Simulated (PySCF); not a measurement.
# Br4H6HfN2 (trans-Hf(NH3)2Br4): the cost of one run

The runs use PySCF 2.14.0, with density-fitted response routines of our own; the level of theory stands in each step. All values are computed, except where a source is named. Atoms count from 0, in the outputs and in this text.

## 1. The molecule as given

13 atoms, charge 0, multiplicity 1; geometry from: GFN2-xTB. The atoms were then displaced at random by about 0.03 Å, so the start is not that level's minimum.

Bonds of the start (Å): Hf0–N1 2.50, Hf0–N5 2.54, Hf0–Br9 2.49, Hf0–Br10 2.65, Hf0–Br11 2.64, Hf0–Br12 2.46, N1–H2 1.04, N1–H3 1.13, N1–H4 1.02, N5–H6 1.03, N5–H7 0.98, N5–H8 1.00.

## 2. Optimising the geometry at PBE0-D3(BJ)/def2-SVP

What the job is given:

```
{"job": {"xc": "PBE0", "basis": "def2-SVP", "d3": "d3bj", "grid": 1, "maxiter": 40, "shake": 0.03, "kind": "geom"}, "charge": 0, "multiplicity": 1}
Hf     0.069240    -0.072790     0.012860
N     -0.019390    -0.030260     2.514460
H     -0.481080     0.821750     2.897140
H      1.038050    -0.079270     2.912060
H     -0.541700    -0.825550     2.873310
N     -0.013580     0.028870    -2.528100
H      0.502940     0.824250    -2.919060
H     -0.905000     0.040010    -2.923180
H      0.454020    -0.791960    -2.865240
Br     2.559160    -0.014370     0.034890
Br    -2.579010     0.005760     0.028940
Br     0.029300     2.566790     0.032220
Br    -0.082320    -2.525360    -0.048110
```

Started as:

```bash
OMP_NUM_THREADS=1 python probes_run.py task.json out
```

This one command runs all jobs of the session in turn.

Q: Estimate the wall time and peak memory of this first job on 1 thread of AMD EPYC, shared host.

About 17 min, with a peak of 1.6 GiB.
